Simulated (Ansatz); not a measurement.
# GeHF (singlet): wave-function methods side by side, cc-pVTZ

One table from this session's results is given with a row withheld; the runs are named, their logs left out.

Computed with Ansatz 0.2.0, Gaussian basis. Level: cc-pVTZ, core rule «outside noble gas», up to 15 orbitals frozen.

To be run: UHF; CCSD(T) on RHF; CCSD(T) on UHF; BCCD(T) on RHF; CCSDT(Q) on RHF; CCSDT(Q) on UHF.

11 further runs of the same task are left out: 7 for a known fault of the program, 4 set aside as unsound or not needed.

## The geometry

The geometry is a PBE0/def2-TZVP stationary point (not a proven minimum). No spin-orbit coupling is included. The filled d shell of Ge may be among the frozen orbitals whatever the setting's name suggests; the logs give the count.

3 atoms, charge 0, spin multiplicity 1.

Atoms are counted from 1 here; the program's logs count them from 0.

Bond lengths: Ge1–F2 1.757 Å, Ge1–H3 1.609 Å. Angles: F2–Ge1–H3 94.2°.

Geometry (Å):

```csv
atom,x (Å),y (Å),z (Å)
Ge1,0.0000,-0.0320,0.3579
F2,0.0000,0.0392,-1.3972
H3,0.0000,1.5671,0.5406
```

Set-up of the first run:

in.yaml

```yaml
crystal:
  periodic: [false, false, false]
  atoms:
    - {symbol: Ge, position_ang: [0.000000, -0.031999, 0.357936]}
    - {symbol: F, position_ang: [0.000000, 0.039207, -1.397243]}
    - {symbol: H, position_ang: [0.000000, 1.567096, 0.540598]}
basis:
  gaussian: {orbitals: cc-pVTZ}
magnetization: {spin_polarized: true, initial_magnetization: 0}
hamiltonian: {xc: hf}
output: {orbitals: {seedname: orbitals}}
```

Started as:

```sh
> ansatz run in.yaml --threads 1 --pin off --events-out ev --progress --plain --max-ram 4096MiB --backend cpu
```

Steps of the session up to this table: UHF; CCSD(T) on RHF; CCSD(T) on UHF; BCCD(T) on RHF; CCSDT(Q) on RHF; CCSDT(Q) on UHF.

One of the session's tables, all rows but one given; the rest of the session is left out.

```
   method  from RCCSDT(Q) (meV)
      RHF              +10301.6
      UHF                     ?
     RMP2                +724.1
    RCCSD                +334.7
 RCCSD(T)                 +26.4
  BCCD(T)                 +21.3
   RCCSDT                 +14.2
RCCSDT(Q)                     0
```

Estimate the missing values for UHF.

As computed: from RCCSDT(Q) (meV): +10301.2. In the column «from RCCSDT(Q) (meV)» it lies between RMP2 (+724.1) and RHF (+10301.6).

Not comparable, so not listed: CCSD(T) on UHF; CCSDT(Q) on UHF (they don't share determinant, frozen orbitals or solution with the rows shown, or repeat one).

To keep in mind: Warnings: restricted reference is unstable.
